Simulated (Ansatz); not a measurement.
# HfIn4SiO6 in Ansatz: the effect of Hubbard term

Crystal: HfIn4SiO6.

```
Hf In Si O
1.0
     5.27743    0.00000    0.00000
    -2.63872    4.57039    0.00000
     0.00000    0.00000   10.55905
Hf In Si O
1 4 1 6
Direct
  0.66667 0.33333 0.00000
  0.00000 0.00000 0.30446
  0.00000 0.00000 0.69554
  0.33333 0.66667 0.78919
  0.33333 0.66667 0.21081
  0.00000 0.00000 0.00000
  0.97300 0.70496 0.89972
  0.29504 0.02700 0.10028
  0.29504 0.26804 0.89972
  0.73196 0.70496 0.10028
  0.73196 0.02700 0.89972
  0.97300 0.26804 0.10028
```

The cell was built by a generator and needn't be a form met in nature.

Alike in all runs:

- Program: Ansatz 0.2.0
- Task: projected density of states
- Functional: PBE
- Potentials or basis: Ansatz PAW
- Cutoff: 420 eV
- Density cutoff: 1680 eV
- k mesh: 6 × 6 × 3
- Occupations: fermi-dirac, width 0.05 eV
- Spin: no spin polarisation
- Hubbard projectors: ortho-atomic (the default)
- Double counting: fll (the default)

Question: One run gave: pressure 1.5 GPa; largest force 0.56 eV/Å. Which Hubbard term did it use?
A. Hf d U = 8 eV
B. Hf d U = 4 eV
C. Hf d U = 2 eV
D. Hf d U = 6 eV

Answer: A.

| Hubbard term | pressure (GPa) | largest force (eV/Å) |
| --- | --- | --- |
| Hf d U = 2 eV | 0.3 | 0.12 |
| Hf d U = 4 eV | 0.7 | 0.26 |
| Hf d U = 6 eV | 1.1 | 0.40 |
| Hf d U = 8 eV | 1.5 | 0.56 |

Caveats: U without spin polarisation on a metal has little footing.

Not every run made on this cell is shown here.
